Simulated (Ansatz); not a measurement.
**CHGa₂+ (quintet): the correlation ladder, cc-pVDZ**

The task here is to estimate one member of a computed series from the others.

Method: cc-pVDZ, core rule «outside noble gas», up to 29 orbitals frozen; program: Ansatz 0.2.0, Gaussian basis.

To be run: UHF; CCSD(T) on ROHF; CCSD(T) on UHF; BCCD(T) on ROHF; CISD as a restricted active space (open shells left free, so some higher excitations enter); CCSDT(Q) on ROHF; CCSDT(Q) on UHF.

33 further runs of the same task are left out: 4 for a known fault of the program, 12 that didn't finish, 17 set aside as unsound or not needed. Runs told in other sessions of the task aren't counted.

## What is computed

The geometry is a PBE0/def2-TZVP stationary point (not a proven minimum) of the parent state, kept for this charge and spin. No spin-orbit coupling is included. The filled d shell of Ga may be among the frozen orbitals whatever the setting's name suggests.

4 atoms, charge 1, spin multiplicity 5.

Atoms are counted from 1 here; the program's logs count them from 0.

Bond lengths: Ga1–C2 2.021 Å, C2–Ga3 2.001 Å, Ga3–H4 1.615 Å. Angles: Ga1–C2–Ga3 175.9°, C2–Ga3–H4 115.6°.

Coordinates:

```
Ga    0.0000   -0.3116    2.6806
C     0.0001   -0.4142    0.6623
Ga    0.0000   -0.3728   -1.3382
H     0.0000    1.0986   -2.0048
```

Set-up of the first run:

File in.yaml:

```yaml
crystal:
  periodic: [false, false, false]
  atoms:
    - {symbol: Ga, position_ang: [-0.000039, -0.311616, 2.680606]}
    - {symbol: C, position_ang: [0.000076, -0.414160, 0.662323]}
    - {symbol: Ga, position_ang: [-0.000040, -0.372809, -1.338163]}
    - {symbol: H, position_ang: [0.000002, 1.098586, -2.004765]}
basis:
  gaussian: {orbitals: cc-pVDZ}
total_charge: 1
magnetization: {spin_polarized: true, initial_magnetization: 4}
hamiltonian: {xc: hf}
output: {orbitals: {seedname: orbitals}}
```

Started as:

```bash
$ ansatz run in.yaml --threads 1 --pin off --events-out ev --progress --plain --max-ram 2393MiB
```

Steps of the session up to this table: UHF; CCSD(T) on ROHF; CCSD(T) on UHF; BCCD(T) on ROHF; CISD as a restricted active space (open shells left free, so some higher excitations enter); CCSDT(Q) on ROHF; CCSDT(Q) on UHF.

One of the session's tables, all rows but one given; the rest of the session is left out.

| method | from UCCSDT(Q) (kcal/mol) |
| --- | --- |
| ROHF | +126.43 |
| UHF | ? |
| RMP2 | +27.41 |
| UMP2 | +28.99 |
| RCCSD | +5.87 |
| UCCSD | +5.15 |
| RCCSD(T) | +1.69 |
| UCCSD(T) | +1.33 |
| BCCD(T) | +1.72 |
| RCCSDT | +0.72 |
| UCCSDT | +0.31 |
| RCCSDT(Q) | +0.41 |
| UCCSDT(Q) | 0 |

**Question.** Estimate the row for UHF.

As computed: from UCCSDT(Q) (kcal/mol): +116.99. In the column «from UCCSDT(Q) (kcal/mol)» it lies between UMP2 (+28.99) and ROHF (+126.43).

Not comparable, so not listed: CISD as a restricted active space (open shells left free, so some higher excitations enter) (they don't share determinant, frozen orbitals or solution with the rows shown, or repeat one).

Caveats from the session: Restricted and unrestricted rows rest on different reference determinants; a gap between their highest levels can come from leftover correlation error, from unlike frozen cores or from another state.
